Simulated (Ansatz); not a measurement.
# ZrN (doublet): wave-function methods side by side, def2-TZVPP

The task here is to estimate one member of a computed series from the others.

Computed with Ansatz 0.2.0, Gaussian basis. Level: def2-TZVPP, core rule «outside noble gas», up to 5 orbitals frozen.

The runs, in order: UHF; ROHF; CCSD(T) on UHF.

2 further runs of the same task are left out: 2 set aside as unsound or not needed.

### The geometry

The geometry is a PBE0/def2-TZVP stationary point (not a proven minimum). No spin-orbit coupling is included. Elements past krypton take def2 core potentials.

2 atoms, charge 0, spin multiplicity 2.

Atoms are counted from 1 here; the program's logs count them from 0.

Bond lengths: Zr1–N2 1.684 Å.

The first run:

Input file in.yaml:

```yaml
crystal:
  periodic: [false, false, false]
  atoms:
    - {symbol: Zr, position_ang: [0.000000, 0.000000, 0.000000]}
    - {symbol: N, position_ang: [0.000000, 0.000000, 1.683832]}
basis:
  gaussian: {orbitals: def2-TZVPP}
magnetization: {spin_polarized: true, initial_magnetization: 1}
hamiltonian: {xc: hf}
output: {orbitals: {seedname: orbitals}}
```

Command:

```console
> ansatz run in.yaml --threads 1 --pin off --events-out ev --progress --plain --max-ram 4096MiB --backend cpu
```

Among the steps run: UHF; ROHF; CCSD(T) on UHF.

One of the session's tables, all rows but one given; the rest of the session is left out.

```
  method  from UCCSD(T) (meV)
    ROHF              +8919.2
     UHF                    ?
    UMP2                +40.2
   UCCSD               +607.5
UCCSD(T)                    0
```

Q: Estimate the row for UHF from the others.

**Answer.** from UCCSD(T) (meV): +8863.7. In the column «from UCCSD(T) (meV)» it lies between UCCSD (+607.5) and ROHF (+8919.2).

With the free atoms at the same levels and basis (separate runs), the atomisation energy is 5.550 eV at UCCSD(T), 1.596 eV at ROHF.
